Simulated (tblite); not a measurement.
# C7H12BNO: the cost of one run

The runs use tblite 0.8.0 and PySCF 2.14.0, with density-fitted response routines of our own; the level of theory stands in each step. All values are computed, except where a source is named. Atoms are numbered from 0 throughout.

**1. Starting geometry**

22 atoms, charge 0, multiplicity 1; geometry from: force field or distance geometry start.

Bonds of the start (Å): C0–C1 1.34, C1–B2 1.61, B2–N3 1.49, N3–C4 1.14, C4–C5 1.47, C1–C6 1.51, C6–C7 1.50, C7–C8 1.50, C7–O9 1.21, C0–H10 1.08, C0–H11 1.10, B2–H12 1.20, B2–H13 1.18, C5–H14 1.12, C5–H15 1.10, C5–H16 1.11, C6–H17 1.11, C6–H18 1.12, C8–H19 1.11, C8–H20 1.10, C8–H21 1.11.

**2. Geometry optimisation with GFN2-xTB**

The job: settings as JSON, then the geometry in Å.

```
{"job": {"kind": "relax", "xc": "GFN2-xTB", "basis": "xTB"}, "charge": 0, "multiplicity": 1}
C     -0.654500    -1.753900     0.065300
C     -0.327800    -0.630900     0.720800
B      1.200500    -0.405500     1.160300
N      2.037600    -0.250800    -0.065400
C      2.693900    -0.147800    -0.995500
C      3.518600    -0.004900    -2.202400
C     -1.376000     0.394200     1.068400
C     -1.771500     1.165600    -0.153600
C     -3.121300     0.974500    -0.787000
O     -0.993000     1.947700    -0.652800
H      0.075600    -2.504800    -0.190800
H     -1.696000    -1.929100    -0.231400
H      1.292500     0.584800     1.828800
H      1.578600    -1.330100     1.797500
H      4.516500     0.401200    -1.912900
H      3.641900    -0.993300    -2.672800
H      3.035600     0.700100    -2.903600
H     -1.004300     1.104600     1.832700
H     -2.254200    -0.116300     1.532100
H     -3.669800     1.944300    -0.772700
H     -3.004500     0.647200    -1.834200
H     -3.728700     0.222500    -0.242600
```

Command:

```console
OMP_NUM_THREADS=1 python probes_run.py task.json out
```

This one command runs all jobs of the session in turn.

**Question.** How long does this first job take on 1 thread of Arm Neoverse N1, shared host, and how much memory does it need?

About 3 s, with a peak of 0.18 GiB.
